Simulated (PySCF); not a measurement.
# CuF (fluorocopper): levels of theory compared

We compute a comparison of 6 runs (B3LYP/def2-TZVPP, BHLYP/def2-TZVPP, CAM-B3LYP/def2-TZVPP, M06-2X/def2-TZVPP, M06-L/def2-TZVPP, PBE0/def2-TZVPP) of CuF (fluorocopper). Input form: a Python script.

The results are computed with PySCF 2.14.0.

2 further runs of the same task are left out: 2 set aside as unsound or not needed.

### Step 1. The structure to begin with

CuF has 2 atoms, charge 0, and is taken as a singlet. As SMILES, `[F][Cu]`. Geometry: relaxed at PBE0-D4/def2-TZVP.

Bond lengths: F1–Cu2 1.765 Å.

### Step 2. The energy at B3LYP/def2-TZVPP (run 1)

job.py reads:

```python
from pyscf import gto, dft

system = gto.M(
    atom=[
    ('F', (0.751010, -0.268940, 0.377080)),
    ('Cu', (-0.751010, 0.268940, -0.377080)),
],
    verbose=4,
    max_memory=1860,
    spin=0,
    basis='def2-tzvpp',
    charge=0,
)

ks = dft.RKS(system, xc='b3lyp')
ks.grids.level = 5
ks.conv_tol = 1e-10
ks.kernel()
if not ks.converged:
    ks = ks.newton().run(ks.mo_coeff, ks.mo_occ)

etot = ks.e_tot
print('E(%s) = %.9f' % ('B3LYP', etot))
```

Command:

```bash
$ OMP_NUM_THREADS=1 python job.py
```

Log:

```text
PySCF version 2.14.0

[... 51 lines left out ...]
WARN: HOMO -0.304082286080765 == LUMO -0.304082123764719
[... 26 lines left out ...]
converged SCF energy = -1740.45883283167
E(B3LYP) = -1740.458832832
```

Wall time 8.1 s (1 thread of Arm Neoverse V2, shared host); peak memory 0.46 GiB.

### Step 3. The energy at BHLYP/def2-TZVPP (run 2)

run.py reads:

```python
from pyscf import gto, dft

mol = gto.M(
    atom='F 0.751010 -0.268940 0.377080; Cu -0.751010 0.268940 -0.377080',
    verbose=3,
    basis='def2-tzvpp',
    spin=0,
    max_memory=1860,
)

mf = dft.RKS(mol)
mf.xc = 'bhandhlyp'
mf.conv_tol = 1e-10
mf.grids.level = 5
mf.kernel()
if not mf.converged:
    mf = mf.newton().run(mf.mo_coeff, mf.mo_occ)

etot = mf.e_tot
print(f'total energy: {etot:.8f} hartree')
```

Command:

```bash
$ OMP_NUM_THREADS=1 python run.py
```

Log:

```text
converged SCF energy = -1740.30965363861
total energy: -1740.30965364 hartree
```

It took 7.5 s on 1 thread of Arm Neoverse V2, shared host; peak memory 0.46 GiB.

Runs 3 to 5 aren't shown in full; the table further down has their settings and results.

### Step 4. The energy at PBE0/def2-TZVPP (run 6)

job.py reads:

```python
from pyscf import gto, dft

molecule = gto.M(
    atom='''
F        0.751010      -0.268940       0.377080
Cu      -0.751010       0.268940      -0.377080
''',
    spin=0,
    max_memory=1860,
    basis='def2-tzvpp',
    verbose=4,
)

myscf = dft.RKS(molecule)
myscf.xc = 'pbe0'
myscf.grids.level = 5
myscf.conv_tol = 1e-10
myscf.kernel()
if not myscf.converged:
    myscf = myscf.newton().run(myscf.mo_coeff, myscf.mo_occ)

energy = myscf.e_tot
print('E(%s) = %.9f' % ('PBE0', energy))
```

Command:

```bash
$ OMP_NUM_THREADS=1 python job.py
```

Log:

```text
PySCF version 2.14.0

[... 50 lines left out ...]
WARN: HOMO -0.250545750446421 == LUMO -0.250545704596538
[... 24 lines left out ...]
converged SCF energy = -1740.06502553638
E(PBE0) = -1740.065025536
```

Wall time 7.5 s (1 thread of Arm Neoverse V2, shared host); peak memory 0.46 GiB.

### Step 5. The series

| run | level | energy (Eh) | dipole moment (D) | HOMO energy (eV) | LUMO energy (eV) | wall time |
| --- | --- | --- | --- | --- | --- | --- |
| 1 | B3LYP/def2-TZVPP | -1740.458833 | 5.10 | -7.32 | -3.44 | 8.1 s |
| 2 | BHLYP/def2-TZVPP | -1740.309654 | 5.73 | -9.12 | -2.20 | 7.5 s |
| 3 | CAM-B3LYP/def2-TZVPP | -1740.491249 | 5.33 | -9.10 | -2.17 | 15 s |
| 4 | M06-2X/def2-TZVPP | -1740.323658 | 5.66 | -9.48 | -2.37 | 15 s |
| 5 | M06-L/def2-TZVPP | -1740.335962 | 4.91 | -6.00 | -3.34 | 16 s |
| 6 | PBE0/def2-TZVPP | -1740.065026 | 5.27 | -7.45 | -2.96 | 7.5 s |

### Step 6. Summary of results

| quantity | value |
| --- | --- |
| run 6: total energy | -1740.06503 Eh |
| run 6: dipole moment | 5.27 D |
| run 6: HOMO energy | -7.45 eV |
| run 6: LUMO energy | -2.96 eV |
| run 6: HOMO–LUMO gap | 4.49 eV |

The dipole moment (its size) runs from 4.91 D (M06-L/def2-TZVPP) to 5.73 D (BHLYP/def2-TZVPP). The HOMO–LUMO gap runs from 2.65 eV (M06-L/def2-TZVPP) to 7.11 eV (M06-2X/def2-TZVPP). Totals of different functionals can't be ranked against each other. All runs together took 69 s, the longest 16 s.
